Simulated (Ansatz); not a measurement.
**GeH₃NaS (SMILES [Na][S][GeH3]): functionals against CCSD(T) at one geometry**

An exercise on one series of results from a longer session: the logs are not shown, and one member is left open.

Computed with Ansatz 0.2.0, Gaussian basis. Level: single points in def2-TZVPP.

Cores are frozen in the correlated methods. Filled d shells of the heavier atoms are correlated. The outer core shell of Li, Na, Mg and K is correlated.

## Where the work starts

SMILES `[Na][S][GeH3]`, 6 atoms, charge 0, spin multiplicity 1.

Atoms are counted from 1 here; the program's logs count them from 0.

Bond lengths: Na1–S2 2.643 Å, S2–Ge3 2.080 Å, Ge3–H4 1.629 Å, Ge3–H5 1.680 Å, Ge3–H6 1.736 Å. Angles: Na1–S2–Ge3 109.5°, S2–Ge3–H4 111.8°, S2–Ge3–H5 118.0°, S2–Ge3–H6 114.7°, H4–Ge3–H5 103.9°, H4–Ge3–H6 98.8°, H5–Ge3–H6 107.4°.

Geometry (Å):

```xyz
6
charge 0, multiplicity 1
Na   -0.0105   -2.6426    1.7543
S     1.2077   -1.0591    0.0240
Ge   -0.0002    0.5844   -0.3822
H    -1.3624    0.1542   -1.1641
H     0.6363    1.8178   -1.3293
H    -0.7185    1.3210    1.0160
```

The first run:

run/in.yaml

```yaml
crystal:
  periodic: [false, false, false]
  atoms:
    - {symbol: Na, position_ang: [-0.010500, -2.642600, 1.754300]}
    - {symbol: S, position_ang: [1.207700, -1.059100, 0.024000]}
    - {symbol: Ge, position_ang: [-0.000200, 0.584400, -0.382200]}
    - {symbol: H, position_ang: [-1.362400, 0.154200, -1.164100]}
    - {symbol: H, position_ang: [0.636300, 1.817800, -1.329300]}
    - {symbol: H, position_ang: [-0.718500, 1.321000, 1.016000]}
basis:
  gaussian: {orbitals: def2-TZVPP}
correlation: {method: ccsd_t}
output: {forces: true}
```

No record of the launch command was kept for these runs.

Among the steps run: CCSD(T)/def2-TZVPP; PBE0-D4/def2-TZVPP; wB97M-V/def2-TZVPP; r2SCAN-D4/def2-TZVPP; PBE-D4/def2-TZVPP; revPBE-D4/def2-TZVPP; HSE06-D4/def2-TZVPP.

One of the session's tables, all rows but one given; the rest of the session is left out.

```
   method  RMS force component (eV/Å)  angle to CCSD(T) forces (°)  dipole (D)
  CCSD(T)                       1.219                    reference       10.23
  PBE0-D4                       1.151                          1.1        9.94
  wB97M-V                           ?                            ?           ?
r2SCAN-D4                       1.139                          1.1       10.12
   PBE-D4                       1.141                          5.5        9.52
revPBE-D4                       1.136                          7.1        9.56
 HSE06-D4                       1.152                          1.1        9.92
```

**Question.** Estimate the row for wB97M-V.

The run gave: RMS force component (eV/Å): 1.213; angle to CCSD(T) forces (°): 1.6; dipole (D): 9.99. In the column «RMS force component (eV/Å)» it lies between HSE06-D4 (1.152) and CCSD(T) (1.219).
